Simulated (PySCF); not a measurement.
# GeTe+: from the state search to spectroscopic constants

An exercise on one series of results from a longer session: the logs are not shown, and one member is left open.

Computed with PySCF 2.14.0. Level: Ge def2-TZVPPD, Te def2-TZVPPD with ECP28, scalar-relativistic core potentials.

The first run:

Settings of the job:

```yaml
atoms: Ge, Te
charge: 1
basis: Ge def2-TZVPPD, Te def2-TZVPPD with ECP28
Hamiltonian: scalar-relativistic core potentials
basis_functions: 113
electrons_treated: 55
masses_in_u: 73.9212, 129.9062
levels: PBE0, PBE, r²SCAN, BP86, M06-L, PW91, B3LYP, B97-3, LC-ωPBE, HF, MP2, SCS-MP2
grid: 80 radial by 434 angular points
occupations: held fixed by the projection of orbital angular momentum
dissociation_limit: Ge+ + Te, each in its ground configuration
starting_distance_in_angstrom: 2.580
values_of_2S_to_try: 1, 3
```

The run is started by

```bash
> OMP_NUM_THREADS=2 python dia.py task.json out
```

Among the steps run: Set-up; The PBE0 curve of the state that the search chose; Higher solutions at PBE0; PBE; r²SCAN (meta-GGA); BP86; M06-L; PW91 (GGA); B3LYP (global hybrid GGA); B97-3; LC-ωPBE; ROHF.

One table of the session follows, with a row left open; its other results are not shown here.

Energy (eV) from each level's lowest point:

| R (Å) | ROHF | ROHF-MP2 | ROHF-SCS-MP2 | PBE | PW91 |
| --- | --- | --- | --- | --- | --- |
| 2.141 | 1.241 | 1.105 | 1.156 | 1.321 | 1.309 |
| 2.241 | 0.544 | 0.457 | 0.492 | 0.618 | 0.610 |
| 2.341 | 0.166 | 0.118 | 0.139 | 0.218 | 0.214 |
| 2.415 | 0.034 | 0.012 | 0.022 | 0.063 | 0.061 |
| 2.490 | 0.000 | 0.000 | 0.000 | 0.000 | 0.000 |
| 2.565 | 0.040 | 0.060 | 0.050 | 0.008 | 0.010 |
| 2.664 | 0.176 | 0.223 | 0.200 | 0.099 | 0.102 |
| 2.789 | 0.436 | 0.518 | 0.478 | 0.299 | 0.304 |
| 2.938 | ? | ? | ? | ? | ? |
| 3.137 | 1.367 | 1.588 | 1.486 | 1.037 | 1.046 |

**Question.** Estimate the row for R (Å) = 2.938.

Worked estimate for «ROHF». A straight line through the neighbours (2.789, 0.436) and (3.137, 1.367) gives 0.436 + (1.367 − 0.436) × (2.938 − 2.789) / (3.137 − 2.789) = 0.835; a parabola fitted to 3 rows on both sides gives 0.797.

The run gave: ROHF: 0.820; ROHF-MP2: 0.953; ROHF-SCS-MP2: 0.889; PBE: 0.606; PW91: 0.612. In «ROHF» the line misses by +0.015 and the parabola by -0.023.

To keep in mind: Lowest PBE0 solution found, without spin–orbit coupling: ²Π (doublet), unpaired electrons π ↑. With spin–orbit coupling the term label itself may not hold. Warnings in the runs' records: inverted.
